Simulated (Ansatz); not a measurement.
# ClGeH7Si3: the cost of one run

Program: Ansatz 0.2.0. Level of theory: RKS PBE0-D4/def2-SVP. These are calculated values, not measurements.

## 1. The starting structure

Bond lengths: Si1–Si2 2.190 Å, Si2–Ge3 2.310 Å, Si2–Si4 2.254 Å, Ge3–Si4 2.319 Å, Si4–Cl5 2.145 Å, Si1–H6 1.546 Å, Si1–H7 1.465 Å, Si1–H8 1.418 Å, Si2–H9 1.517 Å, Ge3–H10 1.598 Å, Ge3–H11 1.520 Å, Si4–H12 1.430 Å. Angles (14 of 24 angles, heavy atoms first): Si1–Si2–Ge3 110.1°, Si1–Si2–Si4 115.6°, Ge3–Si2–Si4 61.1°, Si2–Ge3–Si4 58.3°, Si2–Si4–Ge3 60.7°, Si2–Si4–Cl5 110.4°, Ge3–Si4–Cl5 109.4°, Si1–Si2–H9 122.5°, Ge3–Si2–H9 116.0°, Si4–Si2–H9 116.0°, Si2–Si1–H6 108.5°, Si2–Si1–H7 110.0°, Si2–Si1–H8 111.1°, Si2–Ge3–H10 112.5°.

As a file:

```xyz
12

Si   -1.9909   -0.1918    0.4890
Si    0.0962    0.3202    0.9095
Ge    1.5088   -1.1088   -0.2305
Si    1.2739    1.1161   -0.8396
Cl    0.0289    1.2507   -2.5815
H    -2.8524    1.0805    0.6581
H    -2.1330   -0.6145   -0.9069
H    -2.4652   -1.1815    1.3870
H     0.5651    0.7637    2.2827
H     2.8816   -1.3630    0.5473
H     0.8057   -2.1390   -1.0992
H     2.3583    2.0122   -0.5819
```

## 2. End point A

File input.yaml:

```yaml
crystal:
  periodic: [false, false, false]
  atoms:
    - { symbol: Si, position_ang: [-1.9909, -0.1918, 0.489] }
    - { symbol: Si, position_ang: [0.0962, 0.3202, 0.9095] }
    - { symbol: Ge, position_ang: [1.5088, -1.1088, -0.2305] }
    - { symbol: Si, position_ang: [1.2739, 1.1161, -0.8396] }
    - { symbol: Cl, position_ang: [0.0289, 1.2507, -2.5815] }
    - { symbol: H, position_ang: [-2.8524, 1.0805, 0.6581] }
    - { symbol: H, position_ang: [-2.133, -0.6145, -0.9069] }
    - { symbol: H, position_ang: [-2.4652, -1.1815, 1.387] }
    - { symbol: H, position_ang: [0.5651, 0.7637, 2.2827] }
    - { symbol: H, position_ang: [2.8816, -1.363, 0.5473] }
    - { symbol: H, position_ang: [0.8057, -2.139, -1.0992] }
    - { symbol: H, position_ang: [2.3583, 2.0122, -0.5819] }
basis:
  gaussian: { orbitals: def2-SVP }
hamiltonian:
  xc: pbe0
  dispersion: d4
relax:
  f_tol: 0.015
  max_steps: 40
```

Command:

```console
$ ansatz run input.yaml --threads 2 --pin off --max-ram 3072MiB --backend cpu --events-out ev --progress --plain --runs-dir out
```

What time and memory should one allow on 2 threads of Intel Xeon Platinum 8488C (Sapphire Rapids), shared host?

About 57 s, with a peak of 0.45 GiB.
